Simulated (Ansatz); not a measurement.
**S3N2O: one candidate structure**

Where does S3N2O go from the start given, ZrCo3B2 type (P6/mmm, No. 191)?

Method: DFT PBE, scalar-relativistic, plane waves, PAW, in Ansatz 0.2.0.

2 further runs of the same task are left out: 1 that didn't finish, 1 set aside as unsound or not needed.

## (1) The starting structure

The structure is hexagonal, space group P6/mmm (No. 191). The conventional cell has a = 5.889 Å, b = 5.889 Å, c = 3.685 Å, α = 90.00°, β = 90.00°, γ = 120.00°. S (site symmetry mmm) is surrounded by 4 N at 2.51 Å. Around N (site symmetry -6m2) lie 6 S at 2.51 Å. O (site symmetry 6/mmm) has 6 N at 3.40 Å and 12 S at 3.47 Å and 2 O at 3.68 Å as nearest neighbours.

Structure file:

```xyz
6
Lattice="5.8886 0.0000 0.0000 -2.9443 5.0997 0.0000 0.0000 0.0000 3.6848" Properties=species:S:1:pos:R:3 pbc="T T T"
S     2.9443    0.0000    1.8424
S     1.4722    2.5498    1.8424
S    -1.4722    2.5498    1.8424
N     0.0000    3.3998    0.0000
N     2.9443    1.6999    0.0000
O     0.0000    0.0000    0.0000
```

(A quick probe on a coarse mesh, which set the mesh and smearing, is not shown.)

## (3) Coarse relaxation

Input file input.yaml:

```yaml
crystal:
  lattice:
    - [5.8886134092, 0.0, 0.0]
    - [-2.9443067046, 5.0996888053, 0.0]
    - [0.0, 0.0, 3.684773403]
  atoms:
    - { symbol: S, position: [0.5, 0.0, 0.5] }
    - { symbol: S, position: [0.5, 0.5, 0.5] }
    - { symbol: S, position: [0.0, 0.5, 0.5] }
    - { symbol: "N", position: [0.3333333333, 0.6666666667, 0.0] }
    - { symbol: "N", position: [0.6666666667, 0.3333333333, 0.0] }
    - { symbol: O, position: [0.0, 0.0, 0.0], spin: 1.97 }
basis:
  ecutwfc: 420
kpoints:
  mp_grid: { grid: [3, 3, 6] }
hamiltonian:
  xc: pbe
scf:
  occupations: { method: gaussian, width: 0.1 }
  lower_state_search: "off"
output:
  forces: true
  stress: true
  eigenvalues: true
  populations: true
magnetization:
  spin_polarized: true
relax:
  adjacent_minimum: "off"
  f_tol: 0.04
  max_steps: 70
  cell: { stress_tol: 0.4 }
```

Launch:

```sh
$ ansatz run input.yaml --threads 1 --pin off --max-ram 2560MiB --backend cpu --events-out ev --progress --plain --runs-dir out
```

Further runs follow: coarse relaxation; relaxing cell and atoms.

Q: Predict the outcome of this session.

As calculated:

Formation energies count from the elements, computed with the same settings in runs not shown here.

```
                          quantity                                                                       value
                              cell  a = 5.649 Å, b = 5.649 Å, c = 2.785 Å, α = 90.00°, β = 90.00°, γ = 120.00°
                       space group                                                            P6/mmm (No. 191)
                            volume                                                               12.82 Å³/atom
                   gap on the mesh                                                                none (metal)
formation energy from the elements                                                              +1.900 eV/atom
                    largest moment                                                                     1.54 μB
```

In words: The space group stayed P6/mmm, and from the first guess the volume went from 18.44 to 12.82 Å³/atom. The formation energy of +1.90 eV/atom is positive, so the elements lie lower than this structure; another structure of the compound can lie lower.
